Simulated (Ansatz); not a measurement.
# AlCl₃H₄OSi: up Jacob's ladder to CCSD(T)

How much do the methods differ for AlCl₃H₄OSi? The plan is to run it at one geometry with functionals of several rungs and with coupled cluster, and see how far each lands from CCSD(T) at the basis-set limit for the atomisation energy.

The runs use Ansatz 0.2.0, Gaussian basis; functionals in def2-TZVPP, the program's frozen cores in correlated methods.

Levels to be run: LDA (SPW92), PBE-D4, revPBE-D4, BLYP-D4, r2SCAN-D4, B97M-V, PBE0-D4, B3LYP-D4, r2SCANh-D4, r2SCAN0-D4, HSE06-D4, BHLYP-D4, CAM-B3LYP-D4, LC-ωPBE, ωB97X-V, ωB97M-V, B2PLYP, PBE-QIDH; CCSD(T)/def2-SVP; CCSD(T)/def2-TZVPP; MP2/def2-QZVPP; extrapolation to the limit; RPA on PBE.

2 further runs of the same task are left out: 2 that didn't finish.

## 1. The geometry

The geometry comes from an earlier relaxation with PBE0-D4 in a triple-zeta def2 set; it is a stationary point, not always the lowest conformer.

SMILES `[SiH3][OH+][Al-]([Cl])([Cl])[Cl]`, 10 atoms, charge 0, spin multiplicity 1.

Atoms are counted from 1 here; the program's logs count them from 0.

Bond lengths: Si1–O2 1.716 Å, Si1–H7 1.480 Å, Si1–H8 1.475 Å, Si1–H9 1.471 Å, O2–Al3 1.913 Å, O2–H10 0.965 Å, Al3–Cl4 2.112 Å, Al3–Cl5 2.111 Å, Al3–Cl6 2.099 Å. Angles: O2–Si1–H7 104.5°, O2–Si1–H8 109.0°, O2–Si1–H9 104.8°, H7–Si1–H8 111.2°, H7–Si1–H9 113.0°, H8–Si1–H9 113.7°, Si1–O2–Al3 127.3°, Si1–O2–H10 118.5°, Al3–O2–H10 111.3°, O2–Al3–Cl4 99.4°, O2–Al3–Cl5 97.7°, O2–Al3–Cl6 104.7°, Cl4–Al3–Cl5 117.9°, Cl4–Al3–Cl6 115.2°, Cl5–Al3–Cl6 117.0°.

## 2. LDA

This LDA is Slater exchange with PW92 correlation.

File in.yaml:

```yaml
crystal:
  periodic: [false, false, false]
  atoms:
    - {symbol: Si, position_ang: [0.389210, -1.328996, 0.832079]}
    - {symbol: O, position_ang: [0.651098, 0.141552, -0.012453]}
    - {symbol: Al, position_ang: [-0.674234, 1.298417, -0.763572]}
    - {symbol: Cl, position_ang: [-2.153236, -0.133353, -1.236692]}
    - {symbol: Cl, position_ang: [0.490988, 2.075101, -2.343899]}
    - {symbol: Cl, position_ang: [-1.172236, 2.619518, 0.789668]}
    - {symbol: H, position_ang: [1.644408, -1.553057, 1.583492]}
    - {symbol: H, position_ang: [0.152589, -2.408196, -0.145491]}
    - {symbol: H, position_ang: [-0.763341, -1.059893, 1.706313]}
    - {symbol: H, position_ang: [1.517754, 0.297805, -0.406545]}
basis:
  gaussian: {orbitals: def2-TZVPP}
hamiltonian: {xc: lda}
output: {orbitals: {seedname: orbitals}}
```

Launch:

```console
ansatz run in.yaml --threads 2 --pin off --events-out ev --progress --plain --max-ram 32768MiB --backend cpu
```

After this run come: PBE-D4 (GGA); revPBE-D4 (GGA); BLYP-D4 (GGA); r2SCAN-D4 (meta-GGA); B97M-V (meta-GGA); PBE0-D4 (hybrid); B3LYP-D4 (hybrid); r2SCANh-D4 (hybrid); r2SCAN0-D4 (hybrid); HSE06-D4 (hybrid); BHLYP-D4 (hybrid); CAM-B3LYP-D4 (range-separated); LC-ωPBE (range-separated); ωB97X-V (range-separated); ωB97M-V (range-separated); B2PLYP (double hybrid); PBE-QIDH (double hybrid); CCSD(T) in def2-SVP; CCSD(T) in def2-TZVPP; MP2 in def2-QZVPP; RPA on PBE orbitals.

Q: Predict the results of all the runs planned. Wanted: atomisation energy, CCSD(T)/CBS; farthest beyond LDA; mean size of error, GGA; mean size of error, meta-GGA; mean size of error, hybrid; mean size of error, range-separated; mean size of error, double hybrid; gap, smallest and largest; T1 diagnostic.

The runs gave:

| quantity | value |
| --- | --- |
| atomisation energy, CCSD(T)/CBS | 805.7 kcal/mol |
| functionals within 4.0 kcal/mol (0.5 %) | r2SCAN-D4, B97M-V, ωB97X-V, ωB97M-V |
| farthest beyond LDA | revPBE-D4 (-29.0 kcal/mol) |
| mean size of error, GGA | 21.4 kcal/mol |
| mean size of error, meta-GGA | 1.5 kcal/mol |
| mean size of error, hybrid | 15.8 kcal/mol |
| mean size of error, range-separated | 8.1 kcal/mol |
| mean size of error, double hybrid | 17.0 kcal/mol |
| gap, smallest and largest | 4.86 eV (LDA (SPW92)), 12.23 eV (LC-ωPBE) |
| T1 diagnostic | 0.0087 |
| triples share of the correlation energy | 3.7 % |

What this shows: LDA overbinds by 84.8 kcal/mol (11 %). PBE-D4 is off by -11.4 kcal/mol. Double hybrids carry the basis error of their MP2 part in triple zeta, and no dispersion term here, so their miss is partly the set-up's. By mean error the best rung here is meta-GGA (1.5 kcal/mol) and the worst beyond LDA is GGA (21.4 kcal/mol). Misses under about 4.0 kcal/mol are within the doubt on the reference itself, which lacks core-valence correlation, relativity and higher excitations. Hartree-Fock recovers 76 % of the binding; the rest is correlation. CCSD(T) in def2-SVP is off by -58.4 kcal/mol, so the small basis spoils what the method gains. The gap grows from 4.9 to 12.2 eV across the functionals, mostly with the share of exact exchange.
